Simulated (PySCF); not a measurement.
**C₅H₁₀BFSi: electronic excitations**

Wanted: the electronic excitations of C₅H₁₀BFSi (`CB([SiH2]F)[C@H]1[C@@H]2C[C@@H]21`), by calculation.

Computed with PySCF 2.14.0, with density-fitted response routines of our own, on a single molecule in the gas phase. Atoms count from 0, in the outputs and in this text.

## Step 1: The starting structure

18 atoms, charge 0, multiplicity 1; geometry from: GFN2-xTB.

Bonds of the start (Å): C0–B1 1.58, B1–Si2 1.96, Si2–F3 1.63, B1–C4 1.55, C4–C5 1.52, C5–C6 1.50, C6–C7 1.50, C7–C4 1.52, C7–C5 1.46, C0–H8 1.09, C0–H9 1.09, C0–H10 1.09, Si2–H11 1.47, Si2–H12 1.47, C4–H13 1.09, C5–H14 1.07, C6–H15 1.08, C6–H16 1.08, C7–H17 1.07.

## Step 2: TDDFT and polarisability: PBE0/def2-SVPD

The job: settings as JSON, then the geometry in Å.

```
{"job": {"kind": "uv", "xc": "PBE0", "basis": "def2-SVPD", "nstates": 8, "ntriplets": 3}, "charge": 0, "multiplicity": 1}
C     -1.143490     1.443141    -0.745841
B     -0.917545    -0.024898    -0.214318
Si    -2.386868    -1.321680    -0.189886
F     -1.851922    -2.732002     0.423226
C      0.505390    -0.448932     0.245853
C      1.735619     0.205407    -0.366547
C      2.683891    -0.159149     0.732511
C      1.385116     0.528052     1.014489
H     -0.434289     2.175129    -0.363536
H     -1.014027     1.430778    -1.830618
H     -2.148761     1.822643    -0.571321
H     -2.932070    -1.753001    -1.482212
H     -3.532337    -1.039323     0.682452
H      0.648105    -1.492688     0.531468
H      1.861028     0.748203    -1.277801
H      3.595530     0.418584     0.830390
H      2.799301    -1.202725     1.003778
H      1.138571     1.408778     1.566256
```

Level: TDDFT PBE0/def2-SVPD, vertical, gas phase, core orbitals frozen in the response.

Command:

```sh
$ OMP_NUM_THREADS=1 python probes_run.py task.json out
```

This one command runs all jobs of the session in turn.

What will the session give for the following? lowest singlet (PBE0/def2-SVPD); brightest single state of those computed; lowest triplet. Wanted: lowest singlet; brightest single state of those computed; lowest triplet.

**Answer**, as computed:

| quantity | value |
| --- | --- |
| lowest singlet (PBE0/def2-SVPD) | 4.40 eV (282 nm), f = 0.000 |
| brightest single state of those computed | state 4, 6.15 eV, f = 0.270 |
| lowest triplet | 3.74 eV |

In words: The first singlet state (HOMO→LUMO 0.98) lies at 4.40 eV and is dark; of the 8 states computed, the strongest absorption comes from state 4 at 6.15 eV. The lowest triplet lies 0.66 eV below the lowest singlet (triplets in Tamm-Dancoff, singlets in full TDDFT).
